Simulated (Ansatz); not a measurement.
# GeBr₃Cl: basis-set convergence

An exercise on one series of results from a longer session: the logs are not shown, and one member is left open.

The runs use Ansatz 0.2.0, Gaussian basis; one geometry, several basis sets.

Plan: PBE0-D4/def2-SVP; ωB97M-V/def2-SVP; PBE0-D4/def2-QZVPP; ωB97M-V/def2-QZVPP; the functionals' def2-TZVPP values are taken from earlier runs.

## The geometry

An earlier PBE0-D4 in a triple-zeta def2 set relaxation fixed the geometry.

SMILES `[Cl][Ge]([Br])([Br])[Br]`, 5 atoms, charge 0, spin multiplicity 1.

Atoms are counted from 1 here; the program's logs count them from 0.

Bond lengths: Cl1–Ge2 2.125 Å, Ge2–Br3 2.276 Å, Ge2–Br4 2.276 Å, Ge2–Br5 2.276 Å. Angles: Cl1–Ge2–Br3 109.1°, Cl1–Ge2–Br4 109.1°, Cl1–Ge2–Br5 109.1°, Br3–Ge2–Br4 109.9°, Br3–Ge2–Br5 109.9°, Br4–Ge2–Br5 109.9°.

Set-up of the first run:

in.yaml reads:

```yaml
crystal:
  periodic: [false, false, false]
  atoms:
    - {symbol: Cl, position_ang: [-0.801836, -0.172124, 1.971554]}
    - {symbol: Ge, position_ang: [0.002100, -0.016296, 0.011119]}
    - {symbol: Br, position_ang: [1.850558, -1.336040, -0.141272]}
    - {symbol: Br, position_ang: [-1.564726, -0.701824, -1.491183]}
    - {symbol: Br, position_ang: [0.563903, 2.152585, -0.391518]}
basis:
  gaussian: {orbitals: def2-SVP}
hamiltonian: {xc: pbe0, dispersion: d4}
output: {orbitals: {seedname: orbitals}}
```

Command:

```bash
$ ansatz run in.yaml --threads 4 --pin off --events-out ev --progress --plain --max-ram 11315MiB
```

Steps of the session up to this table: PBE0-D4 in def2-SVP; ωB97M-V in def2-SVP; PBE0-D4 in def2-QZVPP; ωB97M-V in def2-QZVPP.

One table of the session follows, with a row left open; its other results are not shown here.

It belongs to the step «Density functionals: the series». 

```
functional       basis  HOMO (eV)  LUMO (eV)
   PBE0-D4    def2-SVP          ?          ?
   PBE0-D4  def2-TZVPP      -8.84      -2.72
   PBE0-D4  def2-QZVPP      -8.85      -2.75
   ωB97M-V    def2-SVP     -10.90      -0.54
   ωB97M-V  def2-TZVPP     -11.04      -0.76
   ωB97M-V  def2-QZVPP     -11.05      -0.81
```

Q: Estimate the row for PBE0-D4, def2-SVP from the others.

**Answer.** HOMO (eV): -8.73; LUMO (eV): -2.59. In the column «HOMO (eV)» it is the highest.
